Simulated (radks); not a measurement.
# H in 1s0.5 2s0.5: an all-electron calculation

An exercise on one series of results from a longer session: the logs are not shown, and one member is left open.

Method: scalar-relativistic Kohn-Sham, LDA (Slater exchange, Perdew-Zunger correlation), spin-polarised, spherical densities, point nucleus; open shells are filled with parallel spins first. Code: radks (a radial shooting solver on a logarithmic mesh, Libxc functionals) version 1.

### The system

```
element       : hydrogen (Z = 1)
charge        : 0
electrons     : 1
configuration : 1s0.5 2s0.5
```

The first run:

Settings of this run:

```text
Z 1
configuration 1s0.5 2s0.5 2p0 3s0 3d0
relativity scalar-relativistic
functional lda,pz
spin polarised
nucleus point
c 137.035999084
```

One table of the session follows, with a row left open; its other results are not shown here.

It belongs to the step «Orbitals and density». The radial density on a logarithmic grid:

| r (bohr) | 4πr²ρ (e/bohr) |
| --- | --- |
| 0.0632 | 0.008539 |
| 0.0891 | 0.01612 |
| 0.125 | 0.02937 |
| 0.176 | 0.05263 |
| 0.248 | ? |
| 0.350 | 0.1455 |
| 0.494 | 0.2143 |
| 0.696 | 0.2777 |
| 0.982 | 0.2993 |
| 1.39 | 0.2481 |
| 1.95 | 0.1435 |
| 2.76 | 0.06228 |
| 3.86 | 0.05308 |
| 5.44 | 0.07810 |
| 7.67 | 0.06705 |
| 10.8 | 0.02317 |
| 15.3 | 0.002409 |
| 21.5 | 5.675e-05 |

**Question.** Estimate the row for r (bohr) = 0.248.

Worked estimate for «4πr²ρ (e/bohr)». A straight line through the neighbours (0.176, 0.05263) and (0.350, 0.1455) gives 0.05263 + (0.1455 − 0.05263) × (0.248 − 0.176) / (0.350 − 0.176) = 0.09106; a parabola fitted to 4 rows on both sides gives 0.09252.

**Answer.** 4πr²ρ (e/bohr): 0.09029. In «4πr²ρ (e/bohr)» the line misses by +0.00077 and the parabola by +0.00223.
